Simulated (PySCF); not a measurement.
# C₃H₆BN: electronic excitations and core binding energies

Aim: predict the electronic excitations and core binding energies of C₃H₆BN (`C#CBNC`).

Programs: PySCF 2.14.0, with density-fitted response routines of our own. Each step states its level of theory. These are calculated values for one molecule in the gas phase, unless marked as measured. Atoms count from 0, in the outputs and in this text.

### 1 The starting structure

11 atoms, charge 0, multiplicity 1; geometry from: GFN2-xTB.

Bonds of the start (Å): C0–C1 1.20, C1–B2 1.52, B2–N3 1.38, N3–C4 1.44, C0–H5 1.05, B2–H6 1.17, N3–H7 1.01, C4–H8 1.09, C4–H9 1.09, C4–H10 1.09.

### 2 Excited states and response: CAM-B3LYP/def2-SVPD

Job settings and geometry (Å):

```
{"job": {"kind": "uv", "xc": "CAM-B3LYP", "basis": "def2-SVPD", "nstates": 8, "ntriplets": 3}, "charge": 0, "multiplicity": 1}
C      2.396389    -0.594479     0.647365
C      1.532257     0.154292     0.271968
B      0.455137     1.115322    -0.203713
N     -0.846873     0.675965    -0.355024
C     -1.361166    -0.650434    -0.109721
H      3.156244    -1.245147     0.974225
H      0.716566     2.234140    -0.445673
H     -1.564536     1.311931    -0.671985
H     -0.547973    -1.288948     0.229494
H     -1.790071    -1.078317    -1.021053
H     -2.140549    -0.631655     0.658154
```

Method: TDDFT CAM-B3LYP/def2-SVPD, vertical, gas phase, core orbitals frozen in the response.

Command:

```console
OMP_NUM_THREADS=1 python probes_run.py task.json out
```

The driver reads the jobs from task.json and runs them one after another.

**Question.** This job is followed by: delta-SCF UKS SCAN, pcX-2 on the ionised atom, pcseg-1 elsewhere, spin-free X2C. What will the session give for the following? lowest singlet (CAM-B3LYP/def2-SVPD); brightest single state of those computed; lowest triplet; surface potential, 1st and 99th percentile; C1s binding energies, SCAN/pcX-2 (standing for 2 of 3 atoms); N1s binding energies, SCAN/pcX-2.

As calculated:

| quantity | value |
| --- | --- |
| lowest singlet (CAM-B3LYP/def2-SVPD) | 5.37 eV (231 nm), f = 0.000 |
| brightest single state of those computed | state 5, 7.28 eV, f = 0.221 |
| lowest triplet | 4.55 eV |
| surface potential, 1st and 99th percentile | -0.98 V and 1.69 V |
| C1s binding energies, SCAN/pcX-2 (standing for 2 of 3 atoms) | C4 291.71, C0 290.05 eV |
| N1s binding energies, SCAN/pcX-2 | N3 405.16 eV |

What this shows: The lowest singlet, at 5.37 eV, is HOMO−1→LUMO 0.95 and is dark; of the 8 states computed, the strongest absorption comes from state 5 at 7.28 eV. The lowest triplet lies 0.82 eV below the lowest singlet (triplets in Tamm-Dancoff, singlets in full TDDFT). C4 (methyl carbon bonded to N) binds its C1s electron 1.66 eV more tightly than C0 (terminal alkyne carbon). Only 2 of the 3 C atoms are covered by sound results.
